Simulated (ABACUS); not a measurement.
## NaTb2Sc2FeO9 in ABACUS: the effect of functional

NaTb2Sc2FeO9:

```
Na Tb Sc Fe O
1.0
     5.51552    0.00000    0.00000
    -2.75776    4.77658    0.00000
     0.00000    0.00000    7.15206
Na Tb Sc Fe O
1 2 2 1 9
Direct
  0.33333 0.66667 0.87937
  0.66667 0.33333 0.24251
  0.00000 0.00000 0.58367
  0.66667 0.33333 0.68018
  0.00000 0.00000 0.01334
  0.33333 0.66667 0.32408
  0.49989 0.99979 0.47080
  0.84457 0.68914 0.81328
  0.17537 0.35073 0.18001
  0.49989 0.50011 0.47080
  0.84457 0.15543 0.81328
  0.17537 0.82463 0.18001
  0.00021 0.50011 0.47080
  0.31086 0.15543 0.81328
  0.64927 0.82463 0.18001
```

The cell was built by a generator and needn't be a form met in nature.

Alike in all runs:

* Program: ABACUS 3.10.1
* Task: single point
* Potentials or basis: PseudoDojo NC SR 0.4.1 PBE standard, lanthanides 3+ (f in core)
* Cutoff: 1361 eV
* Density cutoff: 5442 eV
* Basis: DZP LCAO (the cutoffs set its grid)
* k mesh: 6 × 6 × 4
* Occupations: fermi-dirac, width 0.05 eV
* Spin: collinear spin, ferromagnetic start
* Starting moments: [0.0, 0.0, 0.0, 0.0, 0.0, 3.0, 0.0, 0.0, 0.0, 0.0, 0.0, 0.0, 0.0, 0.0, 0.0] μB

```csv
functional,largest force (eV/Å)
LDA,0.46
PBEsol,0.57
SOGGA,0.60
BLYP,?
```

Task: What does the run with functional BLYP give?

Result: Largest force 0.53 eV/Å.

Caveats: the atomic orbitals were generated for these runs and aren't a published set; the magnetic or orbital state may not be the lowest; the potentials were made for another functional, which shifts forces and pressure.

Runs at the PBE level aren't shown here.
